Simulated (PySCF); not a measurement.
# C15H15OP (Diphenyl(prop-1-en-2-yl)phosphine oxide): the cost of one run

Programs: PySCF 2.14.0, with routines of our own; each step states its level. All values are computed. Atoms count from 0.

### 1 The starting structure

32 atoms, charge 0, multiplicity 1; geometry from: GFN2-xTB.

### 2 NMR shifts: GIAO KT3/pcSseg-1

What the job is given:

```
{"job": {"kind": "nmr", "xc": "KT3", "basis": "pcSseg-1", "pop": false}, "charge": 0, "multiplicity": 1}
C     -0.899059     2.995965     1.410064
C     -0.560478     2.093358     0.501873
C     -0.439458     2.351761    -0.963683
P     -0.158976     0.424848     1.129096
O     -0.161926     0.324526     2.593734
C     -1.351019    -0.718789     0.353681
C     -2.620430    -0.292916    -0.006683
C     -3.544004    -1.207045    -0.483639
C     -3.202925    -2.545253    -0.590668
C     -1.939627    -2.974053    -0.214524
C     -1.015165    -2.062426     0.262006
C      1.456753     0.040408     0.380605
C      2.570573     0.254170     1.179944
C      3.839089     0.022572     0.679322
C      3.993830    -0.428455    -0.621609
C      2.881541    -0.644391    -1.420485
C      1.612161    -0.405912    -0.925019
H     -0.939538     2.721452     2.451704
H     -1.137871     4.017789     1.158248
H      0.607318     2.296317    -1.264384
H     -0.821169     3.339996    -1.214451
H     -0.987931     1.601194    -1.531875
H     -2.880952     0.752266     0.092319
H     -4.532520    -0.876006    -0.767457
H     -3.926088    -3.257051    -0.961201
H     -1.679481    -4.019845    -0.289219
H     -0.027822    -2.382208     0.568148
H      2.419556     0.594852     2.194377
H      4.705706     0.192981     1.301105
H      4.982792    -0.614968    -1.014707
H      3.005304    -1.000135    -2.433254
H      0.742686    -0.576039    -1.544357
```

Method: GIAO KT3/pcSseg-1 NMR shielding, non-relativistic, gas phase.

Run with:

```sh
$ OMP_NUM_THREADS=1 python large_run.py task.json out
```

The driver reads the jobs from task.json and runs them one after another.

**Question.** How long does this job take on 1 thread of Arm Neoverse V1, shared host, and how much memory does it need?

About 37 s, with a peak of 0.6 GiB.
